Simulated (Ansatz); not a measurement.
# Mg3Cd2S5: the cost of one run

Method: DFT PBE, scalar-relativistic, plane waves, PAW, in Ansatz 0.2.0.

1 further run of the same task is left out (set aside as unsound or not needed). Runs told in other sessions of the task aren't counted.

## Step 1: Starting point

The structure is tetragonal, space group I4/mmm (No. 139). Conventional cell: a = 3.785 Å, b = 3.785 Å, c = 26.778 Å, α = 90.00°, β = 90.00°, γ = 90.00°. Mg (site symmetry 4/mmm) has 6 S at 2.68 to 2.70 Å in its first shell of neighbours. Around Mg (site symmetry 4mm) lie 6 S at 2.60 to 2.68 Å. Cd (site symmetry 4mm) has 6 S at 2.68 to 2.71 Å in its first shell of neighbours. S (site symmetry 4/mmm) has 4 Mg at 2.68 Å and 2 Cd at 2.71 Å in its first shell of neighbours. S (site symmetry 4mm) has 2 Mg at 2.67 to 2.70 Å and 4 Cd at 2.68 Å in its first shell of neighbours. S (site symmetry 4mm) has 5 Mg at 2.60 to 2.68 Å and 1 Cd at 2.71 Å in its first shell of neighbours.

Structure file:

```
Mg Cd S
1.0
    -1.89238    1.89238   13.38875
     1.89238   -1.89238   13.38875
     1.89238    1.89238  -13.38875
Mg Cd S
3 2 5
Direct
  0.50000 0.50000 0.00000
  0.70043 0.70043 0.00000
  0.29957 0.29957 0.00000
  0.89873 0.89873 0.00000
  0.10127 0.10127 0.00000
  0.00000 0.00000 0.00000
  0.60067 0.60067 0.00000
  0.20249 0.20249 0.00000
  0.79751 0.79751 0.00000
  0.39933 0.39933 0.00000
```

It is the end of an earlier relaxation with the same method, from a generated guess; it needn't be the stable form of this composition. At a tolerance of 0.02 Å it has space group I4/mmm (No. 139); it has 19.18 Å³/atom, an uncorrected energy of -1.05 eV/atom over the elements.

## Step 2: Electronic structure at the relaxed geometry

input.yaml reads:

```yaml
crystal:
  lattice:
    - [-1.8923833559, 1.8923833559, 13.3887502907]
    - [1.8923833559, -1.8923833559, 13.3887502907]
    - [1.8923833559, 1.8923833559, -13.3887502907]
  atoms:
    - { symbol: Mg, position: [0.5, 0.5, 0.0] }
    - { symbol: Mg, position: [0.7004339321, 0.7004339321, 0.0] }
    - { symbol: Mg, position: [0.2995660679, 0.2995660679, 0.0] }
    - { symbol: Cd, position: [0.8987316215, 0.8987316215, 0.0] }
    - { symbol: Cd, position: [0.1012683785, 0.1012683785, 0.0] }
    - { symbol: S, position: [0.0, 0.0, 0.0] }
    - { symbol: S, position: [0.60067149, 0.60067149, 0.0] }
    - { symbol: S, position: [0.2024888522, 0.2024888522, 0.0] }
    - { symbol: S, position: [0.7975111478, 0.7975111478, 0.0] }
    - { symbol: S, position: [0.39932851, 0.39932851, 0.0] }
basis:
  ecutwfc: 420
kpoints:
  mp_grid: { grid: [10, 10, 10] }
  band_path:
    path:
      - [[0.0, 0.0, 0.0], [0.0, 0.0, 0.5], [0.25, 0.25, 0.25], [0.0, 0.5, 0.0], [0.0, 0.0, 0.0], [0.5, 0.5, -0.5], [0.25499434, 0.74500566, -0.25499434]]
      - [[-0.25499434, 0.25499434, 0.25499434], [0.0, 0.0, 0.0]]
      - [[0.0, 0.0, 0.5], [-0.00998868, 0.00998868, 0.5]]
      - [[0.5, 0.5, -0.00998868], [0.5, 0.5, -0.5]]
    npoints: 14
hamiltonian:
  xc: pbe
scf:
  occupations: { method: gaussian, width: 0.02 }
  n_extra_bands: 25
output:
  forces: true
  stress: true
  eigenvalues: true
  populations: true
  dos: { projected: true, de: 0.02, nscf_kmesh: { grid: [15, 15, 15] } }
  bader: true
  write_density: true
  write_potential: true
  elf: true
  volumetric_format: npy
```

Started as:

```console
ansatz run input.yaml --threads 4 --pin off --max-ram 8192MiB --backend cpu --events-out ev --progress --plain --runs-dir out
```

What time and memory should one allow on 4 threads of Intel Xeon at 2.50GHz (Skylake/Cascade Lake), shared host?

About 3.5 min, with a peak of 2.4 GiB.
